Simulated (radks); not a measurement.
**Cu²⁺ in [Ar] 3d9: an all-electron calculation**

The task here is to estimate one member of a computed series from the others.

The numbers are computed with radks (a radial shooting solver on a logarithmic mesh, Libxc functionals) version 1 (non-relativistic Kohn-Sham, AM05, spin-polarised, spherical densities, point nucleus; open shells are filled with parallel spins first), except any that are marked as measured or tabulated.

### The atom as given

| Property | Result |
| --- | --- |
| element | copper (Z = 29) |
| charge | +2 |
| electrons | 27 |
| configuration | [Ar] 3d9 |

The outer shells:

Cu²⁺
```
[Ar] core
3d [↑↓][↑↓][↑↓][↑↓][↑ ]
```

Set-up of the first run:

The run's settings:

```text
Z 29
configuration [Ar] 3d9
relativity non-relativistic
functional am05,am05
spin polarised
nucleus point
```

One table of the session follows, with a row left open; its other results are not shown here.

It belongs to the step «Orbitals and density». From the orbitals of this run (lengths in bohr):

| level | <r> | outermost maximum (interpolated) | 90 % within | nodes |
| --- | --- | --- | --- | --- |
| 1s up | 0.05297 | 0.0349 | 0.0943 | 0 |
| 1s down | 0.05297 | 0.0349 | 0.0943 | 0 |
| 2s up | 0.2391 | 0.200 | 0.370 | 1 |
| 2s down | 0.2390 | 0.200 | 0.369 | 1 |
| 2p up | 0.2080 | 0.160 | 0.340 | 0 |
| 2p down | 0.2080 | 0.160 | 0.340 | 0 |
| 3s up | 0.7210 | 0.622 | 1.08 | 2 |
| 3s down | ? | ? | ? | ? |
| 3p up | 0.7496 | 0.622 | 1.16 | 1 |
| 3p down | 0.7509 | 0.623 | 1.16 | 1 |
| 3d up | 0.9113 | 0.593 | 1.58 | 0 |
| 3d down | 0.9212 | 0.595 | 1.60 | 0 |

Estimate the missing values for 3s down.

**Answer.** <r>: 0.7217; outermost maximum (interpolated): 0.622; 90 % within: 1.08; nodes: 2. In the column «<r>» it lies between 3s up (0.7210) and 3p up (0.7496).

To keep in mind: Open shells are spherical and high-spin; term and fine-structure splittings are not resolved.
